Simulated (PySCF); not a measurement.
# CaCl+: bond curves at several levels of theory

One table from this session's results is given with a row withheld; the runs are named, their logs left out.

The runs use PySCF 2.14.0; Ca x2c-SVPall, Cl x2c-SVPall, spin-free X2C with a Gaussian nucleus.

The first run:

The job is set up so:

```json
{
  "atoms": "Ca, Cl",
  "charge": "1",
  "basis": "Ca x2c-SVPall, Cl x2c-SVPall",
  "Hamiltonian": "spin-free X2C with a Gaussian nucleus",
  "basis functions": "42",
  "electrons treated": "36",
  "masses in u": "39.9626, 34.9689",
  "levels": "PBE0, PBE, r²SCAN, M06-2X, M06, revPBE, ωB97X, HF, MP2, SCS-MP2, CCSD, CCSD(T)",
  "grid": "80 radial by 434 angular points",
  "occupations": "held fixed by the projection of orbital angular momentum",
  "dissociation limit": "Ca+ + Cl, each in its ground configuration",
  "starting distance in angstrom": "2.660",
  "values of 2S to try": "0, 2"
}
```

Started as:

```
> OMP_NUM_THREADS=1 python dia.py task.json out
```

Steps of the session up to this table: Set-up; PBE0 along the bond; Higher solutions at PBE0; PBE; r²SCAN (meta-GGA); M06-2X (hybrid meta-GGA); M06; revPBE (GGA); ωB97X; RHF (mean field); Correlated methods on the Hartree–Fock reference.

One table of the session follows, with a row left open; its other results are not shown here.

Energy (eV) from each level's lowest point:

| R (Å) | RHF | RHF-MP2 | RHF-SCS-MP2 | RHF-CCSD | RHF-CCSD(T) |
| --- | --- | --- | --- | --- | --- |
| 2.000 | 1.628 | 1.448 | 1.484 | n/a | n/a |
| 2.093 | 0.818 | 0.701 | 0.725 | 0.726 | 0.723 |
| 2.186 | ? | ? | ? | ? | ? |
| 2.256 | 0.125 | 0.084 | 0.093 | 0.094 | 0.094 |
| 2.326 | 0.022 | 0.004 | 0.008 | 0.009 | 0.009 |
| 2.396 | 0.000 | 0.000 | 0.000 | 0.000 | 0.000 |
| 2.489 | 0.065 | 0.082 | 0.077 | 0.077 | 0.076 |
| 2.605 | 0.253 | 0.282 | 0.273 | 0.271 | 0.267 |
| 2.745 | 0.577 | 0.611 | 0.597 | 0.592 | 0.585 |
| 2.931 | 1.095 | 1.124 | 1.105 | n/a | n/a |

Q: Estimate the row for R (Å) = 2.186 from the others.

Worked estimate for «RHF». A straight line through the neighbours (2.093, 0.818) and (2.256, 0.125) gives 0.818 + (0.125 − 0.818) × (2.186 − 2.093) / (2.256 − 2.093) = 0.423; a parabola fitted to 4 rows on both sides gives 0.318.

**Answer.** RHF: 0.331; RHF-MP2: 0.262; RHF-SCS-MP2: 0.277; RHF-CCSD: 0.278; RHF-CCSD(T): 0.277. In «RHF» the line misses by +0.092 and the parabola by -0.013.
